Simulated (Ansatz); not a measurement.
# Li2RuN2 (P-3m1) in Ansatz: settings compared, part 2 of 2

Ansatz 0.2.0. Earlier steps stand in the parts before.

### Step 4. Relaxation of cell and atoms, PBEsol

File input.yaml:

```yaml
crystal:
  lattice:
    - [3.1642327038, 0.0, 0.0]
    - [-1.5821163519, 2.740305905, 0.0]
    - [0.0, 0.0, 5.2114500038]
  atoms:
    - { symbol: Ru, position: [0.0, 0.0, 0.0] }
    - { symbol: "N", position: [0.3333333333, 0.6666666667, 0.213011] }
    - { symbol: "N", position: [0.6666666667, 0.3333333333, 0.786989] }
    - { symbol: Li, position: [0.3333333333, 0.6666666667, 0.63982] }
    - { symbol: Li, position: [0.6666666667, 0.3333333333, 0.36018] }
hamiltonian:
  xc: pbesol
  pseudopotentials: { kind: paw }
kpoints:
  mp_grid: { grid: [10, 10, 5] }
scf:
  occupations: { method: fermi_dirac, width: 0.05 }
output:
  forces: true
  stress: true
  eigenvalues: true
relax:
  f_tol: 0.01
  max_steps: 40
  cell: { stress_tol: 0.05 }
```

Potentials or basis: Ansatz PAW.

Started as:

```sh
ansatz run input.yaml --threads 2 --pin off --max-ram 5632MiB --backend cpu --events-out ev --progress --plain --runs-dir out
```

Standard output:

```text
Warning: RAYON_NUM_THREADS=2 ignored (pool sized by the plan → 2); use --threads N
Engine: ansatz 0.2.0, x86_64-unknown-linux-gnu
Pseudopotentials: kind: paw
Pseudopotential: Ru, paw, valence charge 16, recommended cutoff 420 eV (normal), Ru.paw.azcp
Pseudopotential: N, paw, valence charge 5, recommended cutoff 420 eV (normal), N.paw.azcp
Pseudopotential: Li, paw, valence charge 3, recommended cutoff 420 eV (normal), Li.paw.azcp
Functional definition: PBEsol
  exchange = pbesol_x
  correlation = pbesol_c
Crystal: 5 atoms, lattice volume = 45.188 Å³
Basis set: ecut = 420 eV, 881 PW (Γ), exchange–correlation on 48×48×72 points (8 copies of the dense FFT grid, shifted against one another)
Bands: 21, of which v1, the nominal top of the filled ones, is band 16 counted from 1 (15 counted from 0)
Symmetry: 12 space group operations
Space group: P-3m1 (ITA 164), of the structure as read, at distance tolerance 3.6e-5 Å
k-points: 58 of 500
Non-local potential: Ru, projectors of the file, l = 0: 3, l = 1: 2, l = 2: 2, l = 3: 1
Non-local potential: N, projectors of the file, l = 0: 2, l = 1: 2, l = 2: 1
Non-local potential: Li, projectors of the file, l = 0: 3, l = 1: 2, l = 2: 1
PAW form: soft (Blöchl's): semilocal exchange-correlation on the pseudo side does not see the compensation charge
PAW frozen core: Ru, regenerated for the run's functional, and the local potential with it (the file was generated under x = pbe(κ = 0.804, μ = 0.2195149727645171), c = pbe(β = 0.06672455060314922))
PAW frozen core: N, regenerated for the run's functional, and the local potential with it (the file was generated under x = pbe(κ = 0.804, μ = 0.2195149727645171), c = pbe(β = 0.06672455060314922))
PAW one-centre angular grid: Ru, 590 points (default); XC on 64 Gauss nodes
PAW one-centre angular grid: N, 110 points (default); XC on 64 Gauss nodes
PAW one-centre angular grid: Li, 110 points (default); XC on 64 Gauss nodes
Initial density: superposition of atomic densities (neutral atoms: chi_scale 0, normalization atom), corrected by the library's trained network
Initial wavefunctions: pseudopotential atomic-orbital guess
Functional: x = pbesol(κ = 0.804, μ = 0.12345679012345678), c = pbesol(β = 0.046)
SCF iter   1: F=—  HF=-6980.255650 eV  |F-HF|=—  |Δ(HF+E_count)|=         —  Δρ=1.60e-2  dr2=1.22e-1  ethr=1.77e-3  ⟨swp⟩=6.0  Hψ=5304  notcnv=0
preconditioner: auto → Kerker (q_TF=auto, 2.576 Å⁻¹)  [metal: Δε(μ)=0.013 eV  Ē_g=9.572 eV  σ=0.050 eV  W_gap=0.07  n_scr=10 (ndim 8)  ℏωp=24.7 eV  f_vac=0.003  D(μ)=4.04/eV (n_scr^D=42)]
SCF iter   2: F=—  HF=-6980.239392 eV  |F-HF|=—  |Δ(HF+E_count)|=   1.63e-2  Δρ=7.94e-3  dr2=4.14e-2  ethr=3.80e-4  ⟨swp⟩=2.0  Hψ=1831  notcnv=0
SCF iter   3: F=—  HF=-6980.232561 eV  |F-HF|=—  |Δ(HF+E_count)|=   6.83e-3  Δρ=1.16e-3  dr2=2.26e-3  ethr=1.29e-4  ⟨swp⟩=2.6  Hψ=1781  notcnv=0
SCF iter   4: F=—  HF=-6980.232115 eV  |F-HF|=—  |Δ(HF+E_count)|=   4.46e-4  Δρ=3.75e-4  dr2=2.27e-4  ethr=7.05e-6  ⟨swp⟩=2.5  Hψ=1835  notcnv=0
SCF iter   5: F=—  HF=-6980.232066 eV  |F-HF|=—  |Δ(HF+E_count)|=   4.88e-5  Δρ=1.26e-4  dr2=9.49e-6  ethr=7.10e-7  ⟨swp⟩=2.3  Hψ=1677  notcnv=0
SCF iter   6: F=—  HF=-6980.232027 eV  |F-HF|=—  |Δ(HF+E_count)|=   3.94e-5  Δρ=3.03e-5  dr2=4.55e-7  ethr=2.97e-8  ⟨swp⟩=2.2  Hψ=1839  notcnv=0
SCF iter   7: F=-6980.232027 eV  HF=-6980.232027 eV  |F-HF|=1.35e-8  |Δ(HF+E_count)|=   7.92e-8  Δρ=9.31e-6  dr2=4.46e-8  ethr=3.13e-10  ⟨swp⟩=4.9  Hψ=4547  notcnv=0
SCF 1 converged in 7 iterations: F = -6980.232027 eV  dr2 = 4.46e-8
relax step   1: F+E_penalty+E_count = -6980.23202706 eV  Δ(F+E_penalty+E_count) = +0.000e0 eV  max|allowed force component| = 4.980e-1 eV/Å  Δτ_max = 0.0000 Å  P = -8.615 GPa  Ω = 45.188 Å³  (7 SCF iters, dr2 threshold 1.00e-7 eV, accepted)
[... 81 lines left out ...]
SCF iter   4: F=-6980.291730 eV  HF=-6980.291730 eV  |F-HF|=7.28e-12  |Δ(HF+E_count)|=  4.20e-10  Δρ=1.74e-7  dr2=1.08e-11  ethr=1.00e-12  ⟨swp⟩=2.2  Hψ=2094  notcnv=0
iter 5 did not close the SCF: its close was put off for the readings that it lacked (scf_convergence_deferred on its scf_iter line)
SCF iter   5: F=-6980.291730 eV  HF=-6980.291730 eV  |F-HF|=9.09e-13  |Δ(HF+E_count)|=  7.28e-12  Δρ=5.35e-8  dr2=1.72e-12  ethr=1.00e-12  ⟨swp⟩=1.0  Hψ=1218  notcnv=0
iter 6 did not close the SCF: its close was put off for the readings that it lacked (scf_convergence_deferred on its scf_iter line)
SCF iter   6: F=-6980.291730 eV  HF=-6980.291730 eV  |F-HF|=1.82e-12  |Δ(HF+E_count)|=    0.00e0  Δρ=2.56e-8  dr2=3.22e-13  ethr=1.00e-12  ⟨swp⟩=1.0  Hψ=1218  notcnv=0
iter 7 did not close the SCF: its close was put off for the readings that it lacked (scf_convergence_deferred on its scf_iter line)
SCF iter   7: F=-6980.291730 eV  HF=-6980.291730 eV  |F-HF|=1.82e-12  |Δ(HF+E_count)|=  1.82e-12  Δρ=1.61e-8  dr2=1.05e-13  ethr=1.00e-12  ⟨swp⟩=1.0  Hψ=1218  notcnv=0
SCF iter   8: F=-6980.291730 eV  HF=-6980.291730 eV  |F-HF|=0.00e0  |Δ(HF+E_count)|=    0.00e0  Δρ=3.52e-9  dr2=3.70e-15  ethr=1.00e-12  ⟨swp⟩=1.3  Hψ=2684  notcnv=0
SCF 8 converged in 8 iterations: F = -6980.291730 eV  dr2 = 3.70e-15
relax step   8: F+E_penalty+E_count = -6980.29172991 eV  Δ(F+E_penalty+E_count) = +1.298e-4 eV  max|allowed force component| = 2.486e-3 eV/Å  Δτ_max = 0.0000 Å  P = -0.002 GPa  Ω = 43.329 Å³  stress off target by 4.73e-3 GPa  SCF on the basis re-selected at this cell (its energy is not comparable with the rows above)  (8 SCF iters)
basis re-selected at this cell: Δ(F+E_penalty+E_count) = +1.298e-4 eV, ΔP = -0.002 GPa vs the last step (what re-selecting the basis moved, of the pressure what is left beyond the Pulay correction that the steps carried, after the strain that the cell walked since its last selection, with what the two solves' SCF thresholds leave and, on support functions, any second-order correction that the steps lacked; it is no measure of the basis error at this ecutwfc). This SCF's stress stands 4.73e-3 GPa from its target on what of the cell is left free (relax.cell.stress_tol is 5.00e-2 GPa) and its largest allowed force component is 2.49e-3 eV/Å (relax.f_tol is 1.00e-2 eV/Å): within both
SCF converged after 8 iterations
Free energy (F): -6980.291730 eV
Harris-Foulkes:  -6980.291730 eV  (|F-HF|=0.00e0)
Internal energy: -6980.261360 eV  (E = F + TS)
E sigma→0 (E₀):  -6980.276545 eV
Entropy (-TS):   -0.030369 eV (-6.074 meV/atom)
Fermi energy:    12.229735 eV
--- Per-component energies (eV) ---
  E_band       = -309.427997
  E_kinetic    = 819.540442
  E_local      = -2703.153752  (includes V_loc(G=0)·N_el)
  E_nonlocal   = 371.274106
  E_hartree    = 952.498479
  E_xc         = -330.340028
  E_vxc        = -419.114137  (∫ρ·V_xc dr)
  E_paw        = -3682.906340  (= ΣΔE_a)
  E_vpaw       = -282.971660  (= ΣTr[D̂ρ^β])
  E_aug_tail   = 0.000043  (compensation charges beyond the density's cutoff)
  E_ewald      = -2407.483804
  E_core_change = 0.309494  (= ΣΔE_core)
  E_smearing   = -0.030369  (= −TS)
  E_closure    = 0.000000  (closes the sum)
  Σ components = -6980.291730   (vs F -6980.291730, Δ=0.00e0)
--- Forces (eV/Å), atoms counted from 1 ---
  atom   1  Ru     0.00000000     0.00000000     0.00000000
  atom   2  N     -0.00000000     0.00000000     0.00017834
  atom   3  N      0.00000000    -0.00000000    -0.00017834
  atom   4  Li     0.00000000     0.00000000    -0.00248615
  atom   5  Li    -0.00000000    -0.00000000     0.00248615
  max |Σ_I F_I| component: 9.25e-18 eV/Å
--- Stress (GPa, compression-positive) ---
       -0.001068       0.000000       0.000000
       -0.000000      -0.001068       0.000000
        0.000000       0.000000      -0.004726
  P = ⅓ Tr σ = -0.0023 GPa (-0.023 kbar)
--- Band table (eV; the first three rows and the last of 58) ---
  k-point 0: bands = ["-61.0242", "-32.4382", "-32.2845", "-31.0782", "-30.9508", "-30.9508", "-3.5958", "-1.4802", "5.3370", "6.3622", "6.3622", "10.3084", "10.3084", "10.8056", "10.8482", "10.8482", "11.8785", "15.6243", "15.6243", "16.6318", "19.6563"]
  k-point 1: bands = ["-61.0242", "-32.4444", "-32.2778", "-31.0786", "-30.9508", "-30.9508", "-3.5774", "-1.5398", "5.6087", "6.3735", "6.3735", "10.0757", "10.3003", "10.3003", "10.7896", "10.7896", "12.2931", "15.7404", "15.7404", "16.9156", "19.3774"]
  k-point 2: bands = ["-61.0242", "-32.4536", "-32.2680", "-31.0792", "-30.9508", "-30.9508", "-3.5459", "-1.6351", "6.1730", "6.3922", "6.3922", "9.1000", "10.2889", "10.2889", "10.6964", "10.6964", "12.6542", "15.9317", "15.9317", "17.4113", "19.0854"]
  k-point 57: bands = ["-61.0030", "-32.3477", "-32.3274", "-31.1160", "-31.0767", "-31.0579", "-2.0991", "-1.9955", "6.2390", "6.3592", "7.0757", "7.7936", "8.1891", "8.5714", "10.9828", "12.2029", "12.4268", "15.5597", "15.6425", "17.7012", "20.5901"]
--- Relaxed structure (6 steps of the walk, 6 accepted, 2 SCFs on fresh bases) ---
  F+E_penalty+E_count = -6980.29172991 eV   max|allowed force component| = 2.486e-3 eV/Å   (the final SCF, on the basis selected at the relaxed cell)
  cell:  # Å, volume = 43.3287 Å³
    - [3.1153922330924417, 2.0074972708879324e-32, -1.066341244748677e-17]
    - [-1.5576961165462209, 2.698008816610786, 2.6658531118716884e-18]
    - [-1.7562501257571316e-17, -5.069857414350984e-18, 5.154893974459734]
  atoms:
    - { symbol: Ru, position: [-1.7189382797505717e-34, 3.3896214326691147e-35, 4.1348411982148937e-20] }
    - { symbol: N, position: [0.33333333333333326, 0.6666666666666665, 0.21075022437958157] }
    - { symbol: N, position: [0.6666666666666666, 0.33333333333333326, 0.7892497756204185] }
    - { symbol: Li, position: [0.33333333333333326, 0.6666666666666665, 0.6407954924969802] }
    - { symbol: Li, position: [0.6666666666666666, 0.33333333333333326, 0.3592045075030197] }
```

It took 7.9 s on 2 threads of Intel Xeon 6975P-C (Granite Rapids), shared host; peak memory 0.43 GiB.

What came out:

- Free energy: -6980.2917 eV
- Relaxed volume: 8.67 Å³/atom
- Relaxed cell: a = 3.115 Å, b = 3.115 Å, c = 5.155 Å, α = 90.00°, β = 90.00°, γ = 120.00°
- Space group after relaxing (to 0.05 Å): P-3m1 (No. 164)
- Energy gained by relaxing: 11.9 meV/atom
- Ionic steps: 8
- Pressure after relaxing: 0.0 GPa
- Band gap on the k mesh: none (metal or under the smearing width)

Forces in eV/Å, atoms in the order of the input:
```
Ru   0.000  0.000  0.000
N    0.000  0.000  0.000
N    0.000  0.000  0.000
Li   0.000  0.000 -0.002
Li   0.000  0.000  0.002
```

The path:
```csv
step,energy change (eV),largest force (eV/Å),volume (Å³)
1,0.0000,0.4980,45.19
2,-0.0594,0.0547,43.85
3,-0.0636,0.0478,43.41
4,-0.0639,0.0136,43.38
5,-0.0640,0.0006,43.37
6,-0.0597,0.0004,43.37
7,-0.0598,0.0025,43.33
8,-0.0597,0.0025,43.33
```

Final structure:
```
CELL_PARAMETERS angstrom
3.11539 0.00000 0.00000
-1.55770 2.69801 0.00000
0.00000 0.00000 5.15489
ATOMIC_POSITIONS crystal
Ru 0.00000 0.00000 0.00000
N 0.33333 0.66667 0.21075
N 0.66667 0.33333 0.78925
Li 0.33333 0.66667 0.64080
Li 0.66667 0.33333 0.35920
```

Caveat: the plane-wave basis is chosen anew once the cell has moved, so the energies of steps on either side of that aren't comparable; the pressure holds a Pulay correction of +0.5 GPa for the finite cutoff; the PAW data sets come from PBE, with cores solved anew for the run's functional, which leaves a small shift of forces and pressure.

### Step 5. Summary

```csv
level,gap on the mesh (eV),pressure (GPa),relaxed volume (Å³/atom)
LDA,none,0.0,8.37
PBE,none,0.0,8.94
PBEsol,none,0.0,8.67
```

Alike in all rows: task relaxation of cell and atoms; potentials or basis Ansatz PAW; no spin polarisation; cell relaxed; k mesh 10 × 10 × 5; cutoff (eV) 420; smearing fermi-dirac 0.05 eV.

Caveats: the plane-wave basis is chosen anew once the cell has moved, so the energies of steps on either side of that aren't comparable; the PAW data sets come from PBE, with cores solved anew for the run's functional, which leaves a small shift of forces and pressure (some runs).

Absolute energies hang on the potentials; compare differences alone.
